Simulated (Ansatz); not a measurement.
# Rb2MoO2F4: the cost of one run

Computed with Ansatz 0.2.0 (DFT, PBE, plane-wave PAW, default files, scalar-relativistic, as far as a step names no other, unless a step's input says otherwise).

## Step 1: The system as given

The structure is orthorhombic, space group Ama2 (No. 40). Conventional cell: a = 7.204 Å, b = 14.680 Å, c = 6.163 Å, α = 90.00°, β = 90.00°, γ = 90.00°. Rb (site symmetry m) is surrounded by 7 F at 2.88 to 3.38 Å and 4 O at 3.10 to 3.46 Å. Around Rb (site symmetry m) lie 7 F at 2.93 to 3.24 Å and 4 O at 3.09 to 3.16 Å. Mo (site symmetry m) has 2 O at 1.76 Å and 4 F at 1.94 to 2.08 Å as nearest neighbours. Around O (site symmetry 1) lie 1 Mo at 1.76 Å. F (site symmetry m) is surrounded by 1 Mo at 1.94 Å. F (site symmetry 1) is surrounded by 1 Mo at 2.08 Å and 2 Rb at 2.90 to 2.93 Å. Around F (site symmetry m) lie 1 Mo at 2.00 Å and 2 Rb at 2.88 to 2.95 Å.

As a file:

```cif
data_structure
_symmetry_space_group_name_H-M 'P 1'
_symmetry_Int_Tables_number 1
_cell_length_a 7.2045
_cell_length_b 7.9604
_cell_length_c 7.9604
_cell_angle_alpha 134.450
_cell_angle_beta 90.000
_cell_angle_gamma 90.000
_cell_volume 325.91
loop_
_atom_site_label
_atom_site_type_symbol
_atom_site_fract_x
_atom_site_fract_y
_atom_site_fract_z
_atom_site_occupancy
Rb1 Rb 0.75000 0.55261 0.44133 1
Rb2 Rb 0.25000 0.44133 0.55261 1
Rb3 Rb 0.75000 0.22076 0.75118 1
Rb4 Rb 0.25000 0.75118 0.22076 1
Mo1 Mo 0.75000 0.88896 0.11571 1
Mo2 Mo 0.25000 0.11571 0.88896 1
O1 O 0.06230 0.30130 0.06713 1
O2 O 0.93770 0.06713 0.30130 1
O3 O 0.56230 0.06713 0.30130 1
O4 O 0.43770 0.30130 0.06713 1
F1 F 0.75000 0.97407 0.93972 1
F2 F 0.25000 0.93972 0.97407 1
F3 F 0.92920 0.61714 0.85768 1
F4 F 0.07080 0.85768 0.61714 1
F5 F 0.42920 0.85768 0.61714 1
F6 F 0.57080 0.61714 0.85768 1
F7 F 0.75000 0.71470 0.21146 1
F8 F 0.25000 0.21146 0.71470 1
```

## Step 2: Gradients at the starting positions

Input file input.yaml:

```yaml
crystal:
  lattice:
    - [7.204466, 0.0, 0.0]
    - [0.0, 7.339765, 3.081619]
    - [0.0, -7.339765, 3.081619]
  atoms:
    - { symbol: Rb, position: [0.75, 0.552609, 0.441327] }
    - { symbol: Rb, position: [0.25, 0.441327, 0.552609] }
    - { symbol: Rb, position: [0.75, 0.220755, 0.751177] }
    - { symbol: Rb, position: [0.25, 0.751177, 0.220755] }
    - { symbol: Mo, position: [0.75, 0.88896, 0.11571] }
    - { symbol: Mo, position: [0.25, 0.11571, 0.88896] }
    - { symbol: O, position: [0.062302, 0.301303, 0.067127] }
    - { symbol: O, position: [0.937698, 0.067127, 0.301303] }
    - { symbol: O, position: [0.562302, 0.067127, 0.301303] }
    - { symbol: O, position: [0.437698, 0.301303, 0.067127] }
    - { symbol: F, position: [0.75, 0.97407, 0.939718] }
    - { symbol: F, position: [0.25, 0.939718, 0.97407] }
    - { symbol: F, position: [0.929203, 0.617143, 0.857684] }
    - { symbol: F, position: [0.070797, 0.857684, 0.617143] }
    - { symbol: F, position: [0.429203, 0.857684, 0.617143] }
    - { symbol: F, position: [0.570797, 0.617143, 0.857684] }
    - { symbol: F, position: [0.75, 0.714698, 0.211461] }
    - { symbol: F, position: [0.25, 0.211461, 0.714698] }
kpoints:
  mp_grid: { grid: [3, 4, 4] }
scf:
  occupations: { method: fermi_dirac, width: 0.02 }
hamiltonian:
  xc: pbe
  pseudopotentials: { kind: paw }
output:
  forces: true
  stress: true
  populations: true
  efg:
    quadrupole_moments_barn: { Rb: 0.1335, Mo: -0.022, O: -0.02558 }
    contact_densities: true
```

Launch:

```console
> ansatz run input.yaml --threads 1 --pin off --max-ram 2560MiB --backend cpu --events-out ev --progress --plain --runs-dir out
```

What time and memory should one allow on 1 thread of Intel Xeon 6975P-C (Granite Rapids), shared host?

About 27 s, with a peak of 0.75 GiB.
